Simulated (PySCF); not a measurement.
# CH10AsGe2N: the cost of one run

Computed with PySCF 2.14.0, with density-fitted response routines of our own, on a single molecule in the gas phase. Atoms are numbered from 0 throughout.

### Step 1. Starting geometry

15 atoms, charge 0, multiplicity 1; geometry from: GFN2-xTB.

Bonds of the start (Å): Ge0–N1 1.81, N1–C2 1.44, C2–Ge3 2.01, Ge3–As4 2.40, Ge0–H5 1.51, Ge0–H6 1.49, Ge0–H7 1.49, N1–H8 1.01, C2–H9 1.10, C2–H10 1.09, Ge3–H11 1.53, Ge3–H12 1.52, As4–H13 1.50, As4–H14 1.50.

### Step 2. TDDFT and polarisability: wB97X-D/def2-SVPD

The job: settings as JSON, then the geometry in Å.

```
{"job": {"kind": "uv", "xc": "wB97X-D", "basis": "def2-SVPD", "nstates": 8, "ntriplets": 3}, "charge": 0, "multiplicity": 1}
Ge    -2.630450     0.126445     0.278623
N     -1.317797    -0.274866    -0.897589
C     -0.064666    -0.851439    -0.469290
Ge     1.317686     0.439412     0.213163
As     3.281447    -0.589087     1.125213
H     -2.311927     1.174925     1.315443
H     -2.936321    -1.156755     0.981904
H     -3.774422     0.580367    -0.565313
H     -1.164925     0.414508    -1.622823
H      0.381348    -1.410734    -1.303113
H     -0.280606    -1.579293     0.318439
H      1.572703     1.429059    -0.921196
H      0.632202     1.346673     1.228105
H      4.162958     0.092203     0.120853
H      3.128356    -1.744737     0.175666
```

With the program's defaults for keys left out, this is: TDDFT wB97X-D/def2-SVPD, vertical, gas phase, core orbitals frozen in the response.

Run with:

```console
$ OMP_NUM_THREADS=1 python probes_run.py task.json out
```

The driver reads the jobs from task.json and runs them one after another.

Q: Estimate the wall time and peak memory of this job on 1 thread of Arm Neoverse V1, shared host.

About 2.5 min, with a peak of 1.1 GiB.
